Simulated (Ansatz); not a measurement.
# BClH4OSSi: a ladder of functionals and wavefunction methods

An exercise on one series of results from a longer session: the logs are not shown, and one member is left open.

Method: functionals in def2-TZVPP, the program's frozen cores in correlated methods; program: Ansatz 0.2.0, Gaussian basis.

Plan: LDA (SPW92), PBE-D4, revPBE-D4, BLYP-D4, r2SCAN-D4, B97M-V, PBE0-D4, B3LYP-D4, r2SCANh-D4, r2SCAN0-D4, HSE06-D4, BHLYP-D4, CAM-B3LYP-D4, LC-ωPBE, ωB97X-V, ωB97M-V, B2PLYP, PBE-QIDH; CCSD(T)/def2-SVP; CCSD(T)/def2-TZVPP; MP2/def2-QZVPP; extrapolation to the limit; RPA on PBE.

## The relaxed structure

All runs share one geometry, relaxed beforehand with PBE0-D4 in a triple-zeta def2 set.

SMILES `[SiH3]OB(S)Cl`, 9 atoms, charge 0, spin multiplicity 1.

Atoms are counted from 1 here; the program's logs count them from 0.

Bond lengths: Si1–O2 1.655 Å, Si1–H6 1.481 Å, Si1–H7 1.480 Å, Si1–H8 1.484 Å, O2–B3 1.340 Å, B3–S4 1.813 Å, B3–Cl5 1.766 Å, S4–H9 1.340 Å. Angles: O2–Si1–H6 108.0°, O2–Si1–H7 107.4°, O2–Si1–H8 110.1°, H6–Si1–H7 110.6°, H6–Si1–H8 110.3°, H7–Si1–H8 110.5°, Si1–O2–B3 138.7°, O2–B3–S4 121.1°, O2–B3–Cl5 118.3°, S4–B3–Cl5 120.6°, B3–S4–H9 95.8°.

The first run:

in.yaml

```yaml
crystal:
  periodic: [false, false, false]
  atoms:
    - {symbol: Si, position_ang: [1.119487, 0.250952, 1.194083]}
    - {symbol: O, position_ang: [-0.026256, 0.766130, 0.116188]}
    - {symbol: B, position_ang: [-0.831947, 0.249237, -0.821642]}
    - {symbol: S, position_ang: [-0.852833, -1.531836, -1.161627]}
    - {symbol: Cl, position_ang: [-1.879282, 1.348088, -1.723686]}
    - {symbol: H, position_ang: [2.435889, 0.750157, 0.734990]}
    - {symbol: H, position_ang: [0.775994, 0.827678, 2.513074]}
    - {symbol: H, position_ang: [1.125366, -1.231598, 1.261800]}
    - {symbol: H, position_ang: [-1.777820, -1.475208, -2.130181]}
basis:
  gaussian: {orbitals: def2-TZVPP}
hamiltonian: {xc: lda}
output: {orbitals: {seedname: orbitals}}
```

Launch:

```sh
ansatz run in.yaml --threads 4 --pin off --events-out ev --progress --plain --max-ram 10444MiB
```

Among the steps run: LDA; PBE-D4 (GGA); revPBE-D4 (GGA); BLYP-D4 (GGA); r2SCAN-D4 (meta-GGA); B97M-V (meta-GGA); B3LYP-D4 (hybrid); r2SCANh-D4 (hybrid); r2SCAN0-D4 (hybrid); HSE06-D4 (hybrid); BHLYP-D4 (hybrid); CAM-B3LYP-D4 (range-separated); LC-ωPBE (range-separated); ωB97X-V (range-separated); ωB97M-V (range-separated); B2PLYP (double hybrid); PBE-QIDH (double hybrid).

One table of the session follows, with a row left open; its other results are not shown here.

It belongs to the step «Frontier levels by functional». 

```
  functional  HOMO (eV)  gap (eV)
 LDA (SPW92)      -6.90      5.41
      PBE-D4      -6.76      5.53
   revPBE-D4      -6.71      5.59
     BLYP-D4      -6.58      5.53
   r2SCAN-D4      -7.07      6.17
      B97M-V      -7.16      6.13
     PBE0-D4      -8.00      7.70
    B3LYP-D4      -7.74      7.22
  r2SCANh-D4      -7.53      6.96
  r2SCAN0-D4      -8.21      8.14
    HSE06-D4      -7.60      6.93
    BHLYP-D4      -9.08      9.66
CAM-B3LYP-D4      -9.31     10.01
     LC-ωPBE     -10.74     12.64
     ωB97X-V          ?         ?
     ωB97M-V     -10.19     11.61
```

Q: Estimate the row for ωB97X-V from the others.

The run gave: HOMO (eV): -10.37; gap (eV): 12.10. In the column «HOMO (eV)» it lies between LC-ωPBE (-10.74) and ωB97M-V (-10.19).
